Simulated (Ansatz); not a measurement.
# Ge23H32 off sphere (Ge23H32): structure and electronic state, part 2 of 2

What does Ge23H32 off sphere (Ge23H32) look like as a singlet, and where do its frontier electrons sit?

Ansatz 0.2.0, Gaussian basis; RKS PBE0-D4/def2-SVP. The steps go on from the part before.

## 3. Single point, PBE0-D4/def2-SVP

start.molden holds the orbitals of an earlier run on this state, given as this run's starting guess.

in.yaml

```yaml
crystal:
  periodic: [false, false, false]
  atoms:
    - {symbol: Ge, position_ang: [-4.520005, 1.745946, -0.628599]}
    - {symbol: Ge, position_ang: [-1.961889, -3.684485, 2.423435]}
    - {symbol: Ge, position_ang: [1.229750, -3.903050, -0.726571]}
    - {symbol: Ge, position_ang: [-1.646385, 1.814382, -3.514340]}
    - {symbol: Ge, position_ang: [1.138889, -1.037347, -3.483999]}
    - {symbol: Ge, position_ang: [-1.669289, -1.047584, -0.669846]}
    - {symbol: Ge, position_ang: [-1.630590, 1.684745, 2.237739]}
    - {symbol: Ge, position_ang: [1.200810, -1.068383, 2.130524]}
    - {symbol: Ge, position_ang: [1.195586, 1.796261, -0.660290]}
    - {symbol: Ge, position_ang: [4.019990, -1.149928, -0.765029]}
    - {symbol: Ge, position_ang: [3.875340, 2.025235, 2.407336]}
    - {symbol: Ge, position_ang: [-3.169162, -2.278812, 0.829240]}
    - {symbol: Ge, position_ang: [-3.052140, 0.418373, -2.074257]}
    - {symbol: Ge, position_ang: [-3.276860, 3.037754, 1.037040]}
    - {symbol: Ge, position_ang: [-0.251344, -2.480575, -2.064996]}
    - {symbol: Ge, position_ang: [-0.221625, -2.427345, 3.598841]}
    - {symbol: Ge, position_ang: [2.611885, -2.492125, 0.723491]}
    - {symbol: Ge, position_ang: [-0.270413, 0.357977, -4.920953]}
    - {symbol: Ge, position_ang: [-0.137766, 3.195924, -2.171381]}
    - {symbol: Ge, position_ang: [2.589142, 0.350807, -2.069007]}
    - {symbol: Ge, position_ang: [-0.225819, 0.359572, 0.729159]}
    - {symbol: Ge, position_ang: [2.544584, 0.359721, 3.605901]}
    - {symbol: Ge, position_ang: [2.504562, 3.262106, 0.804376]}
    - {symbol: H, position_ang: [-5.376375, 2.716391, -1.496804]}
    - {symbol: H, position_ang: [-5.499533, 0.784175, 0.106705]}
    - {symbol: H, position_ang: [-2.964097, -4.268192, 3.464719]}
    - {symbol: H, position_ang: [-1.323059, -4.880188, 1.664240]}
    - {symbol: H, position_ang: [2.161208, -4.699658, -1.691280]}
    - {symbol: H, position_ang: [0.414660, -4.932532, 0.107981]}
    - {symbol: H, position_ang: [-2.551783, 2.721802, -4.407714]}
    - {symbol: H, position_ang: [2.051861, -1.950945, -4.365103]}
    - {symbol: H, position_ang: [-2.373172, 0.699045, 3.188176]}
    - {symbol: H, position_ang: [-0.730475, 2.597334, 3.123093]}
    - {symbol: H, position_ang: [4.764592, -2.106223, -1.747866]}
    - {symbol: H, position_ang: [5.094097, -0.355383, 0.034020]}
    - {symbol: H, position_ang: [5.039296, 1.324243, 1.656264]}
    - {symbol: H, position_ang: [4.503462, 3.020925, 3.427354]}
    - {symbol: H, position_ang: [-4.176574, -3.129413, -0.000744]}
    - {symbol: H, position_ang: [-3.995100, -1.219142, 1.618848]}
    - {symbol: H, position_ang: [-3.944135, -0.479910, -2.991376]}
    - {symbol: H, position_ang: [-4.283416, 3.652454, 2.056333]}
    - {symbol: H, position_ang: [-2.542020, 4.214799, 0.335600]}
    - {symbol: H, position_ang: [-1.161318, -3.367905, -2.973847]}
    - {symbol: H, position_ang: [0.675843, -3.407932, 4.412847]}
    - {symbol: H, position_ang: [-0.904460, -1.466477, 4.617671]}
    - {symbol: H, position_ang: [3.507101, -3.387560, 1.638216]}
    - {symbol: H, position_ang: [-1.176062, -0.543196, -5.811093]}
    - {symbol: H, position_ang: [0.629680, 1.214241, -5.861071]}
    - {symbol: H, position_ang: [0.839016, 3.960970, -3.116616]}
    - {symbol: H, position_ang: [-0.932966, 4.256931, -1.355455]}
    - {symbol: H, position_ang: [3.468498, 1.255198, -2.991513]}
    - {symbol: H, position_ang: [1.559307, 1.104546, 4.555252]}
    - {symbol: H, position_ang: [3.467592, -0.527969, 4.493169]}
    - {symbol: H, position_ang: [1.491035, 4.148601, 1.588671]}
    - {symbol: H, position_ang: [3.390046, 4.211793, -0.056491]}
basis:
  gaussian: {orbitals: def2-SVP, fitting: {mean_field: def2-universal-jkfit}, initial_orbitals: start.molden}
hamiltonian: {xc: pbe0, dispersion: d4}
scf: {omitted_lower_state_checks: [starts]}
output: {forces: true, orbitals: {seedname: orbitals}}
```

Launch:

```
> ansatz run in.yaml --threads 11 --pin off --events-out ev --progress --plain --max-ram 110592MiB --backend cuda --devices 0, --max-vram 75GiB
```

What it wrote, cut to the lines that bear on the results:

```text
Functional definition: PBE0
  name "PBE0"
  cite "Adamo & Barone, J. Chem. Phys. 110, 6158 (1999) doi:10.1063/1.478522"
  cite "Perdew, Burke & Ernzerhof, Phys. Rev. Lett. 77, 3865 (1996) doi:10.1103/PhysRevLett.77.3865"
  parent pbe
[...]
6694 factors; integrals over basis functions are off by at most 3.4e-1 eV
[...]
mean field -1300129.00291615 eV, -47778.8595980787 hartree, gradient 1.2e-5 eV, S^2 0.000000; 0 other end points of the search recorded, 0 dependent functions left out
[...]
reference -1300129.00299477 eV, -47778.8596009677 hartree; 384, 384 occupied and 512, 512 virtual orbitals, 6694 factors
Total energy: -1300132.62543001 eV, -47778.9927230078 hartree
Atom 0 at    -4.520005     1.745946    -0.628599 Å, force    -0.075935     0.005945    -0.013303 eV/Å
Atom 1 at    -1.961889    -3.684485     2.423435 Å, force    -0.023702    -0.073400     0.020795 eV/Å
[...]
Atom 46 at    -1.176062    -0.543196    -5.811093 Å, force     0.117848     0.114730     0.130071 eV/Å
Atom 47 at     0.629680     1.214241    -5.861071 Å, force    -0.124554    -0.108390     0.135300 eV/Å
Atom 48 at     0.839016     3.960970    -3.116616 Å, force    -0.135641    -0.121591     0.131257 eV/Å
Atom 49 at    -0.932966     4.256931    -1.355455 Å, force     0.116442    -0.155570    -0.121285 eV/Å
Atom 50 at     3.468498     1.255198    -2.991513 Å, force    -0.123422    -0.130775     0.130052 eV/Å
Atom 51 at     1.559307     1.104546     4.555252 Å, force     0.129779    -0.091034    -0.130751 eV/Å
Atom 52 at     3.467592    -0.527969     4.493169 Å, force    -0.118083     0.117115    -0.131928 eV/Å
Atom 53 at     1.491035     4.148601     1.588671 Å, force     0.137127    -0.123047    -0.098364 eV/Å
Atom 54 at     3.390046     4.211793    -0.056491 Å, force    -0.114180    -0.144733     0.115630 eV/Å
Dipole moment:     0.015633    -0.015816    -0.028087 e Å
Checks for a lower state left out: starts
```

It took 16 s on 1 × H100 with 11 threads of AMD EPYC 7R13, shared host; peak host memory 12 GiB.

Report: HOMO -6.81 eV, LUMO -1.26 eV.

Mulliken charges, from this run's orbitals:

Ge1 0.09; Ge2 0.09; Ge3 0.10; Ge4 0.00; Ge5 -0.02; Ge6 -0.16; Ge7 0.11; Ge8 -0.16; Ge9 -0.15; Ge10 0.11; Ge11 0.08; Ge12 0.12; Ge13 0.01; Ge14 0.08; Ge15 0.03; Ge16 0.11; Ge17 0.01; Ge18 0.12; Ge19 0.11; Ge20 0.01; Ge21 -0.20; Ge22 0.12; Ge23 0.12; H24 -0.03; H25 -0.03; H26 -0.02; H27 -0.04; H28 -0.02; H29 -0.02; H30 -0.01; H31 -0.01; H32 -0.03; H33 -0.02; H34 -0.02; H35 -0.02; H36 -0.04; H37 -0.02; H38 -0.02; H39 -0.03; H40 -0.01; H41 -0.02; H42 -0.04; H43 -0.01; H44 -0.03; H45 -0.03; H46 -0.01; H47 -0.03; H48 -0.03; H49 -0.02; H50 -0.02; H51 -0.01; H52 -0.03; H53 -0.02; H54 -0.03; H55 -0.02

Largest Mayer bond orders: Ge12–H38 0.94; Ge14–H41 0.94; Ge16–H44 0.94; Ge19–H49 0.94; Ge22–H53 0.94; Ge23–H55 0.94; Ge1–H24 0.94; Ge2–H26 0.94; Ge3–H28 0.94; Ge10–H34 0.94.

The fields below are evaluated on a grid from the run's orbitals.

Frontier orbitals at PBE0-D4/def2-SVP, with the share of their density that lies nearest to each atom:

| orbital | energy (eV) | lies on |
| --- | --- | --- |
| HOMO | -6.81 | Ge8 12 %; Ge6, Ge13, Ge21 about 9 % each |
| LUMO | -1.26 | Ge6, Ge13, Ge21 about 8 % each; Ge8 7 % |

ELF in a plane through or near 7 of the atoms.

Values, 10 rows by 14 columns:
```
0.00 0.00 0.00 0.00 0.00 0.00 0.00 0.00 0.00 0.00 0.00 0.00 0.00 0.00
0.00 0.00 0.00 0.00 0.00 0.00 0.00 0.00 0.00 0.00 0.00 0.00 0.00 0.00
0.00 0.00 0.00 0.04 0.05 0.03 0.99 0.99 0.01 0.02 0.02 0.00 0.00 0.00
0.00 0.00 0.01 0.98 0.75 0.66 0.59 0.24 0.04 0.24 0.41 0.18 0.12 0.00
0.00 0.00 0.00 0.09 0.69 0.32 0.10 0.07 0.01 0.36 0.27 0.60 0.36 0.00
0.00 0.00 0.25 0.57 0.43 0.62 0.06 0.45 0.19 0.33 0.26 0.24 0.00 0.00
0.00 0.00 0.00 0.02 0.11 0.17 0.02 0.61 0.51 0.21 0.31 0.13 0.00 0.00
0.00 0.00 0.04 0.92 0.27 0.33 0.41 0.26 0.29 0.25 0.00 0.00 0.00 0.00
0.00 0.00 0.00 0.00 0.01 0.96 0.99 0.05 0.04 0.02 0.00 0.00 0.00 0.00
0.00 0.00 0.00 0.00 0.00 0.05 0.11 0.00 0.00 0.00 0.00 0.00 0.00 0.00
```
The map spans 16.7 Å across and 17.2 Å up, centred on the molecule. Atoms in the plane (x, y in Å): Ge2 (-1.3, -4.5), Ge6 (1.2, -1.3), Ge12 (1.0, -3.7), Ge20 (-0.5, 3.1), H26 (-1.4, -6.0), H35 (-3.9, 3.3), H51 (-0.3, 4.6).

## 4. Summary of results

The summary covers parts 1 to 2.

```
                      quantity                             value
                   point group                                C1
commonest bond, hydrogen aside  Ge–Ge, 30 of mean length 2.451 Å
HOMO, LUMO at PBE0-D4/def2-SVP                   -6.81, -1.26 eV
     dipole at PBE-D4/def2-SVP                            0.15 D
```

In words: The molecule keeps its bonding pattern by the stored test; the atoms moved 0.25 Å (rms). No usable vibrations, so a minimum isn't proven. The HOMO lies nearest to Ge8 12 %; Ge6, Ge13, Ge21 about 9 % each and the LUMO to Ge6, Ge13, Ge21 about 8 % each; Ge8 7 %. Whether this spin is the lowest isn't tested here. The point group is read from a loosely relaxed geometry; soft torsions can leave it below the true symmetry.
